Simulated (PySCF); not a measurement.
# As²⁶⁺, As²⁷⁺: ionisation energy in even-tempered 19s12p6d5f4g

Aim: the ionisation energy of arsenic from differences of total energies, at each level of theory, and how far each lands from the tabulated value where there is one.

The numbers are computed with PySCF 2.14.0 (unrestricted determinants in a Gaussian basis, no spin-orbit coupling in the energies), except any that are marked as measured or tabulated.

## Step 1: The atom as given

| Item | Value |
| --- | --- |
| Element | arsenic (Z = 33) |
| Basis | an even-tempered Gaussian basis (19 s from 7.6 bohr⁻², ratio 2.2; 12 p from 9.8 bohr⁻², ratio 2.2; 6 d from 40 bohr⁻², ratio 2.4; 5 f from 60 bohr⁻², ratio 2.4; 4 g from 91 bohr⁻², ratio 2.4) |
| Hamiltonian | scalar relativity by spin-free X2C-1e |
| State 1 | As²⁶⁺: [He] 2s2 2p3, high-spin 4S determinant |
| State 2 | As²⁷⁺: [He] 2s2 2p2, high-spin 3P determinant |
| Methods | UHF, LDA, PBE, PBE0, r2SCAN, TPSSh, PBEsol, MP2 |
| Core shells frozen in the correlated runs | all electrons: nothing (for As²⁶⁺) |

Outer shells as boxes (Hund's rule):

As26+ [He] 2s2 2p3
```
[He] core
2s [↑↓]
2p [↑ ][↑ ][↑ ]
```

As27+ [He] 2s2 2p2
```
[He] core
2s [↑↓]
2p [↑ ][↑ ][  ]
```

One driver process ran all states and methods and kept the integrals in memory. Each run is shown as a PySCF script that sums up its settings (the driver passes frozen orbitals as a list and adds second-order terms of double hybrids); the logs are those of the runs themselves. The driver starts from symmetry-adapted Hartree-Fock orbitals, holds the occupation by maximum overlap and uses a logarithmic radial grid for functionals, so a plain start would take other cycles.

The integrals over 156 functions and the set-up took 1.4 s of CPU time.

## Step 2: As²⁶⁺: the ladder of methods

UHF:

input.py

```python
from pyscf import gto, scf, dft, mp, cc
mol = gto.M(atom="As 0 0 0", charge=26, spin=3, symmetry="D2h",
            basis=gto.etbs([(0, 19, 7.6, 2.2), (1, 12, 9.8, 2.2), (2, 6, 40, 2.4), (3, 5, 60, 2.4), (4, 4, 91, 2.4)]),
            nucmod="G")
mf = scf.UHF(mol).sfx2c1e()
mf.irrep_nelec = {'Ag': (2, 2), 'B1u': (1, 0), 'B2u': (1, 0), 'B3u': (1, 0)}
mf.kernel()
```

LDA:

Changes to input.py:

```diff
@@ -4,3 +4,3 @@
             nucmod="G")
-mf = scf.UHF(mol).sfx2c1e()
+mf = dft.UKS(mol, xc="LDA,VWN").sfx2c1e()
 mf.irrep_nelec = {'Ag': (2, 2), 'B1u': (1, 0), 'B2u': (1, 0), 'B3u': (1, 0)}
```

PBE:

Changes to input.py:

```diff
@@ -4,3 +4,3 @@
             nucmod="G")
-mf = dft.UKS(mol, xc="LDA,VWN").sfx2c1e()
+mf = dft.UKS(mol, xc="PBE").sfx2c1e()
 mf.irrep_nelec = {'Ag': (2, 2), 'B1u': (1, 0), 'B2u': (1, 0), 'B3u': (1, 0)}
```

PBE0:

Changes to input.py:

```diff
@@ -4,3 +4,3 @@
             nucmod="G")
-mf = dft.UKS(mol, xc="PBE").sfx2c1e()
+mf = dft.UKS(mol, xc="PBE0").sfx2c1e()
 mf.irrep_nelec = {'Ag': (2, 2), 'B1u': (1, 0), 'B2u': (1, 0), 'B3u': (1, 0)}
```

r2SCAN:

Changes to input.py:

```diff
@@ -4,3 +4,3 @@
             nucmod="G")
-mf = dft.UKS(mol, xc="PBE0").sfx2c1e()
+mf = dft.UKS(mol, xc="R2SCAN").sfx2c1e()
 mf.irrep_nelec = {'Ag': (2, 2), 'B1u': (1, 0), 'B2u': (1, 0), 'B3u': (1, 0)}
```

TPSSh:

Changes to input.py:

```diff
@@ -4,3 +4,3 @@
             nucmod="G")
-mf = dft.UKS(mol, xc="R2SCAN").sfx2c1e()
+mf = dft.UKS(mol, xc="TPSSH").sfx2c1e()
 mf.irrep_nelec = {'Ag': (2, 2), 'B1u': (1, 0), 'B2u': (1, 0), 'B3u': (1, 0)}
```

PBEsol:

Changes to input.py:

```diff
@@ -4,3 +4,3 @@
             nucmod="G")
-mf = dft.UKS(mol, xc="TPSSH").sfx2c1e()
+mf = dft.UKS(mol, xc="PBEsol").sfx2c1e()
 mf.irrep_nelec = {'Ag': (2, 2), 'B1u': (1, 0), 'B2u': (1, 0), 'B3u': (1, 0)}
```

MP2 (all electrons):

Changes to input.py:

```diff
@@ -4,4 +4,5 @@
             nucmod="G")
-mf = dft.UKS(mol, xc="PBEsol").sfx2c1e()
+mf = scf.UHF(mol).sfx2c1e()
 mf.irrep_nelec = {'Ag': (2, 2), 'B1u': (1, 0), 'B2u': (1, 0), 'B3u': (1, 0)}
 mf.kernel()
+mp.UMP2(mf, frozen=0).kernel()
```

## Step 3: As²⁷⁺, method by method

UHF:

input.py

```python
from pyscf import gto, scf, dft, mp, cc
mol = gto.M(atom="As 0 0 0", charge=27, spin=2, symmetry="D2h",
            basis=gto.etbs([(0, 19, 7.6, 2.2), (1, 12, 9.8, 2.2), (2, 6, 40, 2.4), (3, 5, 60, 2.4), (4, 4, 91, 2.4)]),
            nucmod="G")
mf = scf.UHF(mol).sfx2c1e()
mf.irrep_nelec = {'Ag': (2, 2), 'B1u': (1, 0), 'B2u': (1, 0)}
mf.kernel()
```

LDA:

Changes to input.py:

```diff
@@ -4,3 +4,3 @@
             nucmod="G")
-mf = scf.UHF(mol).sfx2c1e()
+mf = dft.UKS(mol, xc="LDA,VWN").sfx2c1e()
 mf.irrep_nelec = {'Ag': (2, 2), 'B1u': (1, 0), 'B2u': (1, 0)}
```

PBE:

Changes to input.py:

```diff
@@ -4,3 +4,3 @@
             nucmod="G")
-mf = dft.UKS(mol, xc="LDA,VWN").sfx2c1e()
+mf = dft.UKS(mol, xc="PBE").sfx2c1e()
 mf.irrep_nelec = {'Ag': (2, 2), 'B1u': (1, 0), 'B2u': (1, 0)}
```

PBE0:

Changes to input.py:

```diff
@@ -4,3 +4,3 @@
             nucmod="G")
-mf = dft.UKS(mol, xc="PBE").sfx2c1e()
+mf = dft.UKS(mol, xc="PBE0").sfx2c1e()
 mf.irrep_nelec = {'Ag': (2, 2), 'B1u': (1, 0), 'B2u': (1, 0)}
```

r2SCAN:

Changes to input.py:

```diff
@@ -4,3 +4,3 @@
             nucmod="G")
-mf = dft.UKS(mol, xc="PBE0").sfx2c1e()
+mf = dft.UKS(mol, xc="R2SCAN").sfx2c1e()
 mf.irrep_nelec = {'Ag': (2, 2), 'B1u': (1, 0), 'B2u': (1, 0)}
```

TPSSh:

Changes to input.py:

```diff
@@ -4,3 +4,3 @@
             nucmod="G")
-mf = dft.UKS(mol, xc="R2SCAN").sfx2c1e()
+mf = dft.UKS(mol, xc="TPSSH").sfx2c1e()
 mf.irrep_nelec = {'Ag': (2, 2), 'B1u': (1, 0), 'B2u': (1, 0)}
```

PBEsol:

Changes to input.py:

```diff
@@ -4,3 +4,3 @@
             nucmod="G")
-mf = dft.UKS(mol, xc="TPSSH").sfx2c1e()
+mf = dft.UKS(mol, xc="PBEsol").sfx2c1e()
 mf.irrep_nelec = {'Ag': (2, 2), 'B1u': (1, 0), 'B2u': (1, 0)}
```

MP2 (all electrons):

Changes to input.py:

```diff
@@ -4,4 +4,5 @@
             nucmod="G")
-mf = dft.UKS(mol, xc="PBEsol").sfx2c1e()
+mf = scf.UHF(mol).sfx2c1e()
 mf.irrep_nelec = {'Ag': (2, 2), 'B1u': (1, 0), 'B2u': (1, 0)}
 mf.kernel()
+mp.UMP2(mf, frozen=0).kernel()
```

Before running it: what results should come out?

The runs gave:

```
                quantity                                                           value
ionisation energy, As²⁶⁺  UHF 2793.7, MP2 (all electrons) 2793.7 eV; reference 2766 ± 21
```

What this shows: The methods span 3.235 eV, from PBEsol (2791.2) to r2SCAN (2794.4). The reference is uncertain or not like for like (spin-orbit coupling or other relativistic terms), so no ranking of close methods is drawn. All values hold for this basis alone; no basis-set limit was taken.
